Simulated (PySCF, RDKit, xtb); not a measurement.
**SiHIO: from the formula to a structure**

Task: start from the formula SiHIO, draw up candidate structures, narrow them down in stages, and characterise the one that lies lowest at 298.15 K.

Plan: many cheap relaxations first (GFN2-xTB), then density-functional screening, relaxation at B3LYP-D3(BJ)/def2-SVP, vibrations (at GFN2-xTB) and a final energy. The numbers are computed, not measured.

1 further run of the same task is left out (it didn't finish).

### Step 1. Possible bonding patterns

A program enumerates the bonding patterns with one Lewis structure each (two rings at most, one unusual centre or charged pair), with their diastereomers. O–O, O–halogen and N–halogen bonds and N–N–N chains are not drawn. That gives 3 candidates.

| label | SMILES | spin |
| --- | --- | --- |
| c129 | O[Si]I | singlet |
| c453 | O=[SiH]I | singlet |
| c946 | O[Si]I | triplet |

Candidates are built by distance geometry, with a force field where one applies, in up to four conformers (letters a to d). 10 starts with atoms placed at random are added, to find patterns that the rules miss.

**Question.** With final energies at CCSD(T)/def2-TZVP, which structure will this search put lowest in free energy, and by what margin?

| quantity | value |
| --- | --- |
| lowest structure found | O[Si]I, singlet |
| next finalist | O=[SiH]I, singlet, 11.7 kcal/mol higher in G |
| share at equilibrium, among the finalists | 100.0 % |
| lowest excitation (TD-CAM-B3LYP/def2-SVPD) | 3.84 eV (f = 0.016) |
| strongest of the states computed, same level | 6.17 eV (f = 0.430) |
| lowest triplet excitation, same level, Tamm-Dancoff | 2.60 eV |

`O[Si]I` comes out lowest. Among the finalists first place is clear (11.7 kcal/mol); structures outside the list aren't covered. HF/STO-3G, r2SCAN-D4/def2-SVP, B3LYP-D3(BJ)/def2-SVP, HF/def2-TZVP and MP2/def2-TZVP already put its bonding pattern lowest among the structures in one piece. Spin-orbit coupling, which matters for elements this heavy, is left out. Lowest found is not proven lowest: the search is finite, and each finalist counts with one conformer.
